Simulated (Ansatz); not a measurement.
# Nb2PdSe5: the cost of one run

Program: Ansatz 0.2.0. Level of theory: DFT PBE, scalar-relativistic, plane waves, PAW, unless a step names another level. These are calculated values, not measurements.

2 further runs of the same task are left out: 2 that didn't finish. Runs told in other sessions of the task aren't counted.

### Step 1. The structure to begin with

It takes space group P31m (No. 157, trigonal). The conventional cell has a = 6.886 Å, b = 6.886 Å, c = 7.062 Å, α = 90.00°, β = 90.00°, γ = 120.00°. Nb (site symmetry 3) has 4 Se at 2.29 to 2.51 Å in its first shell of neighbours. Around Pd (site symmetry 3m) lie 3 Se at 2.47 Å. Se (site symmetry 3) is surrounded by 1 Nb at 2.29 Å. Se (site symmetry m) has 1 Pd at 2.47 Å and 2 Nb at 2.51 Å in its first shell of neighbours.

Coordinates:

```
CELL_PARAMETERS angstrom
6.88622 0.00000 0.00000
-3.44311 5.96364 0.00000
0.00000 0.00000 7.06201
ATOMIC_POSITIONS crystal
Nb 0.33333 0.66667 0.75670
Nb 0.66667 0.33333 0.75670
Pd 0.00000 0.00000 0.78715
Se 0.33333 0.66667 0.43285
Se 0.66667 0.33333 0.43285
Se 0.33769 0.00000 0.90349
Se 0.00000 0.33769 0.90349
Se 0.66231 0.66231 0.90349
```

It came out lowest among 19 distinct ends of the trial cells. At a tolerance of 0.02 Å it has space group P31m (No. 157).

### Step 2. Kick test: the unmoved cell on a coarse mesh

Input file input.yaml:

```yaml
crystal:
  lattice:
    - [6.8862161085, 0.0, 0.0]
    - [-3.4431080543, 5.9636380859, 0.0]
    - [0.0, 0.0, 7.0620110061]
  atoms:
    - { symbol: Nb, position: [0.3333333333, 0.6666666667, 0.7566967628] }
    - { symbol: Nb, position: [0.6666666667, 0.3333333333, 0.7566967628] }
    - { symbol: Pd, position: [0.0, 0.0, 0.787145924] }
    - { symbol: Se, position: [0.3333333333, 0.6666666667, 0.4328484237] }
    - { symbol: Se, position: [0.6666666667, 0.3333333333, 0.4328484237] }
    - { symbol: Se, position: [0.3376948408, 0.0, 0.9034946111] }
    - { symbol: Se, position: [1.0, 0.3376948408, 0.9034946111] }
    - { symbol: Se, position: [0.6623051592, 0.6623051592, 0.9034946111] }
basis:
  ecutwfc: 420
kpoints:
  mp_grid: { grid: [3, 3, 2] }
hamiltonian:
  xc: pbe
scf:
  occupations: { method: gaussian, width: 0.1 }
  lower_state_search: "off"
output:
  forces: true
  stress: true
  eigenvalues: true
```

On the command line:

```bash
ansatz run input.yaml --threads 1 --pin off --max-ram 2560MiB --backend cpu --events-out ev --progress --plain --runs-dir out
```

Q: Estimate wall time and peak memory on 1 thread of AMD EPYC (Zen 3), shared host.

About 26 s, with a peak of 0.55 GiB.
